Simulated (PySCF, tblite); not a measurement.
# C₄H₄AlClS₂: geometry, infrared bands and NMR shifts

Aim: predict the infrared bands and NMR shifts of C₄H₄AlClS₂ (`C#C[C@H]1C[S][Al]([Cl])[S]1`).

The runs use tblite 0.8.0 and PySCF 2.14.0, with density-fitted response routines of our own; the level of theory stands in each step. All values are computed, except where a source is named. Atoms are numbered from 0 throughout.

## Step 1: The starting structure

12 atoms, charge 0, multiplicity 1; geometry from: force field or distance geometry start.

Bonds of the start (Å): C0–C1 1.23, C1–C2 1.47, C2–C3 1.49, C3–S4 1.81, S4–Al5 2.30, Al5–Cl6 2.24, Al5–S7 2.31, S7–C2 1.82, C0–H8 1.06, C2–H9 1.10, C3–H10 1.10, C3–H11 1.14.

## Step 2: Relaxing the molecule with GFN2-xTB

The job: settings as JSON, then the geometry in Å.

```
{"job": {"kind": "relax", "xc": "GFN2-xTB", "basis": "xTB"}, "charge": 0, "multiplicity": 1}
C      0.983000     2.029500     0.109800
C      0.098800     1.192600     0.250300
C     -0.938000     0.174800     0.467900
C     -1.247300    -0.541400    -0.807200
S      0.321200    -1.024000    -1.582500
Al     1.361800    -1.794500     0.313700
Cl     3.443800    -1.095200     0.752600
S     -0.334500    -1.043300     1.684300
H      1.735600     2.766900    -0.006800
H     -1.781700     0.684200     0.949900
H     -1.748400     0.112800    -1.536900
H     -1.893300    -1.463000    -0.621100
```

On the command line:

```sh
OMP_NUM_THREADS=1 python probes_run.py task.json out
```

One launch serves the whole session: the jobs run in the order shown.

**Question.** This job is followed by: GFN2-xTB harmonic vibrations, gas phase; GIAO PBE0/pcSseg-1 NMR shielding, non-relativistic, gas phase. Predict these results of the whole session: strongest single infrared mode (GFN2-xTB); zero-point energy (GFN2-xTB); 13C shifts against TMS (PBE0/pcSseg-1); 1H shifts against TMS (PBE0/pcSseg-1); 33S shifts against CS2 (PBE0/pcSseg-1); 27Al shifts against AlH4- (PBE0/pcSseg-1); 35Cl shifts against HCl (PBE0/pcSseg-1); surface potential, 1st and 99th percentile.

The runs gave:

| quantity | value |
| --- | --- |
| strongest single infrared mode (GFN2-xTB) | 654 cm⁻¹, 142 km/mol |
| zero-point energy (GFN2-xTB) | 42.8 kcal/mol |
| 13C shifts against TMS (PBE0/pcSseg-1) | 91.7, 85.7, 44.2, 41.1 ppm |
| 1H shifts against TMS (PBE0/pcSseg-1) | 4.09, 3.24, 3.06, 2.24 ppm |
| 33S shifts against CS2 (PBE0/pcSseg-1) | 3, -130 ppm |
| 27Al shifts against AlH4- (PBE0/pcSseg-1) | 144.7 ppm |
| 35Cl shifts against HCl (PBE0/pcSseg-1) | 3 ppm |
| surface potential, 1st and 99th percentile | -0.86 V and 2.15 V |

What this shows: Relaxing lowered the energy by 1.163 eV in 77 steps; the close pair that moved most is Al5–Cl6, from 2.240 to 2.012 Å. All 30 modes are real, so the xTB geometry is a minimum. The strongest single mode, at 654 cm⁻¹, has its largest shares on Al5, Cl6 and H8 (the list is cut at 3 atoms). Unscaled tight-binding wavenumbers are off by several per cent, some by more. Its intensities can rank the bands wrongly. At PBE0/pcSseg-1: The largest span, 444 ppm, is at S7, where the paramagnetic term is -556 ppm. By nearest atom (PBE0/pcSseg-1), the HOMO sits on S4 53 %; S7 31 % and the LUMO on Al5 47 %; S7 14 %.
